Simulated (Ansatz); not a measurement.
## H10OSi5, SMILES O[SiH]1[SiH2][SiH2][SiH2][SiH2]1: a single point in a Gaussian basis, step by step

With the Python package of Ansatz (0.2.0).

Notebook, run cell by cell (the value of a cell's last expression is shown):

**Cell 1**
```python
from pathlib import Path
import json

import ansatz as az
import numpy as np
```

**Cell 2**
```python
geometry_ang = [
    ('O', (3.0257, -0.7438, -0.7096)),
    ('Si', (1.7199, -0.0869, 0.0781)),
    ('Si', (0.1689, -1.7019, 0.7111)),
    ('Si', (-1.7054, -0.4382, 1.1974)),
    ('Si', (-1.5499, 1.4549, -0.1237)),
    ('Si', (0.4092, 1.2228, -1.3296)),
    ('H', (2.8626, -1.2833, -1.5018)),
    ('H', (2.1717, 0.697, 1.2546)),
    ('H', (0.6293, -2.5179, 1.8684)),
    ('H', (-0.0943, -2.5837, -0.4604)),
    ('H', (-1.694, -0.0448, 2.633)),
    ('H', (-2.9501, -1.2026, 0.9079)),
    ('H', (-1.4719, 2.6617, 0.7443)),
    ('H', (-2.7214, 1.5802, -1.0343)),
    ('H', (0.1556, 0.4562, -2.5815)),
    ('H', (1.0441, 2.5301, -1.6539)),
]
mol = az.Crystal.molecule()
for symbol, xyz in geometry_ang:
    mol = mol.atom(symbol, xyz)
```

**Cell 3**
```python
model = (
    mol.calculation()
    .basis(gaussian='def2-SVP')
    .functional('HF')
    .accuracy('medium')
    .forces()
    .orbitals()
)
done = model.run(threads=1, runs_dir='out')
data = done.report
```

**Cell 4**
```python
data['reference_energy_ev']
```
Output:
```text
-41493.51717130371
```

**Cell 5**
```python
print(f'E = {data["free_energy_ev"]:.6f} eV = {data["free_energy_ev"] / 27.211386246:.7f} Ha')
print('converged:', data['converged'], ' doubts:', data['published_state_doubts'] or 'none')
```
Output:
```text
E = -41493.517171 eV = -1524.8586307 Ha
converged: True  doubts: none
```

**Cell 6**
```python
state = data['mean_field']['state']
print(f'mean field: {state["energy"]["hartree"]:.7f} Ha, <S^2> = {abs(state["spin_squared"]):.4f}, stability: {state.get("stability", {}).get("kind")}')
```
Output:
```text
mean field: -1524.8586307 Ha, <S^2> = 0.0000, stability: minimum
```

**Cell 7**
```python
symbols = [site.symbol for site in mol.cartesian_sites]
print('forces (eV/A)')
for symbol, f in zip(symbols, data['forces_ev_ang']):
    print(f'  {symbol:2s} {f[0]:9.4f} {f[1]:9.4f} {f[2]:9.4f}')

charges = data['charge_distribution']
dipole = np.array(charges['dipole_moment_e_ang']) * 4.803205
print('dipole (D): {:.3f} {:.3f} {:.3f}, length {:.3f}'.format(*dipole, np.linalg.norm(dipole)))
print('atom  Mulliken   Lowdin')
for symbol, m, l in zip(symbols, charges['mulliken_charges_e'], charges['lowdin_charges_e']):
    print(f'{symbol:4s} {m:9.3f} {l:8.3f}')
```
Output:
```text
forces (eV/A)
  O     0.0786   -0.8045   -1.1433
  Si    0.5375   -0.1550   -0.1606
  Si    0.4126   -0.7876    0.3654
  Si   -0.9110   -0.4701    0.6875
  Si   -0.7986    0.9020   -0.2691
  Si    0.5254    0.5631   -0.5774
  H     0.2639    0.8817    1.2943
  H     0.0872   -0.0850   -0.1111
  H    -0.0919   -0.0655   -0.1042
  H    -0.0070    0.0036    0.0223
  H    -0.0111   -0.0361   -0.0357
  H     0.0129    0.0776    0.0738
  H    -0.0098   -0.0200   -0.0472
  H     0.0094    0.0414    0.0988
  H    -0.0059    0.0202    0.0105
  H    -0.0922   -0.0657   -0.1040
dipole (D): -0.562 -0.485 -0.760, length 1.063
atom  Mulliken   Lowdin
O       -0.574   -0.042
Si       0.561    0.169
Si       0.129    0.134
Si       0.173    0.164
Si       0.173    0.164
Si       0.129    0.134
H        0.230    0.004
H       -0.107   -0.087
H       -0.085   -0.080
H       -0.098   -0.080
H       -0.087   -0.078
H       -0.086   -0.081
H       -0.087   -0.078
H       -0.086   -0.081
H       -0.098   -0.080
H       -0.085   -0.080
```

**Cell 8**
```python
lines = Path(data['orbitals_path']).read_text().splitlines()
field_of = lambda key: [line.split('=')[1].strip() for line in lines if line.startswith(key)]
orbitals = [(27.211386 * float(e), s, float(n)) for e, s, n in zip(field_of('Ene='), field_of('Spin='), field_of('Occup='))]
homo = max(e for e, _, n in orbitals if n > 0.5)
lumo = min(e for e, _, n in orbitals if n < 0.5)
print(f'HOMO {homo:.3f} eV, LUMO {lumo:.3f} eV, gap {lumo - homo:.3f} eV')
with open('h10osi5.json', 'w') as handle:
    json.dump({k: data[k] for k in ('free_energy_ev', 'reference_energy_ev', 'n_occupied', 'n_virtual')}, handle, indent=1)
```
Output:
```text
HOMO -9.531 eV, LUMO 1.990 eV, gap 11.520 eV
```

It writes `h10osi5.json`:
```json
{
 "free_energy_ev": -41493.51717130371,
 "reference_energy_ev": -41493.51717130371,
 "n_occupied": [
  44,
  44
 ],
 "n_virtual": [
  110,
  110
 ]
}
```

Caveats:
- The settings weren't tested for convergence.
- The geometry is a force-field or estimated start, not a minimum of this method, and the basis set is short of its limit.
- The Löwdin charges here are taken after orthogonalising the functions within each atom; they differ from plain Löwdin charges, and their signs can be unphysical.
- Levels such as HOMO and LUMO are orbital energies: in Hartree-Fock the gap is too wide and the LUMO hangs on the basis.
- Run time: 5 s on 1 thread of AMD EPYC 9B14 (Zen 4), on a shared host, peak memory 0.47 GiB.
